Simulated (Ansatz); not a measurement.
# LaSi2OsRu2: the cost of one run

Computed with Ansatz 0.2.0 (reference: DFT PBE, plane waves, PAW, scalar-relativistic, no spin polarisation, unless a step's input says otherwise).

### 1 Starting point

Symmetry: P4/mmm, No. 123, tetragonal system. The conventional cell has a = 4.366 Å, b = 4.366 Å, c = 5.871 Å, α = 90.00°, β = 90.00°, γ = 90.00°. La (site symmetry 4/mmm) has 2 Os at 2.94 Å as nearest neighbours. Os (site symmetry 4/mmm) is surrounded by 4 Ru at 2.18 Å. Si (site symmetry 4mm) has 4 Ru at 2.64 Å as nearest neighbours. Around Ru (site symmetry mmm) lie 2 Os at 2.18 Å and 4 Si at 2.64 Å.

Coordinates:

```cif
data_structure
_symmetry_space_group_name_H-M 'P4/mmm'
_symmetry_Int_Tables_number 123
_cell_length_a 4.3663
_cell_length_b 4.3663
_cell_length_c 5.8708
_cell_angle_alpha 90.000
_cell_angle_beta 90.000
_cell_angle_gamma 90.000
_cell_volume 111.93
loop_
_atom_site_label
_atom_site_type_symbol
_atom_site_symmetry_multiplicity
_atom_site_Wyckoff_symbol
_atom_site_fract_x
_atom_site_fract_y
_atom_site_fract_z
_atom_site_occupancy
La1 La 1 b 0.00000 0.00000 0.50000 1
Os1 Os 1 a 0.00000 0.00000 0.00000 1
Si1 Si 2 h 0.50000 0.50000 0.25370 1
Ru1 Ru 2 f 0.00000 0.50000 0.00000 1
```

### 2 Reference

Input file input.yaml:

```yaml
crystal:
  lattice:
    - [4.366329, 0.0, 0.0]
    - [0.0, 4.366329, 0.0]
    - [0.0, 0.0, 5.870823]
  atoms:
    - { symbol: La, position: [0.0, 0.0, 0.5] }
    - { symbol: Os, position: [0.0, 0.0, 0.0] }
    - { symbol: Si, position: [0.5, 0.5, 0.2537] }
    - { symbol: Si, position: [0.5, 0.5, 0.7463] }
    - { symbol: Ru, position: [0.0, 0.5, 0.0] }
    - { symbol: Ru, position: [0.5, 0.0, 0.0] }
  symmetry: { tolerance: 0.0003 }
kpoints:
  mp_grid: { grid: [4, 4, 3], shift: [0, 0, 0] }
magnetization:
  spin_polarized: false
scf:
  occupations: { method: gaussian, width: 0.024 }
hamiltonian:
  pseudopotentials: { kind: paw }
  xc: pbe
basis:
  ecutwfc: 420
output:
  forces: true
  stress: true
  eigenvalues: true
  write_density: true
  write_potential: true
  elf: true
  volumetric_format: npy
relax:
  max_steps: 40
  cell: {}
```

Run with:

```console
> ansatz run input.yaml --threads 1 --pin off --max-ram 2560MiB --backend cpu --events-out ev --progress --plain --runs-dir out
```

**Question.** How long does this run take on 1 thread of Arm Neoverse V2, shared host, and how much memory does it need?

About 45 s, with a peak of 0.51 GiB.
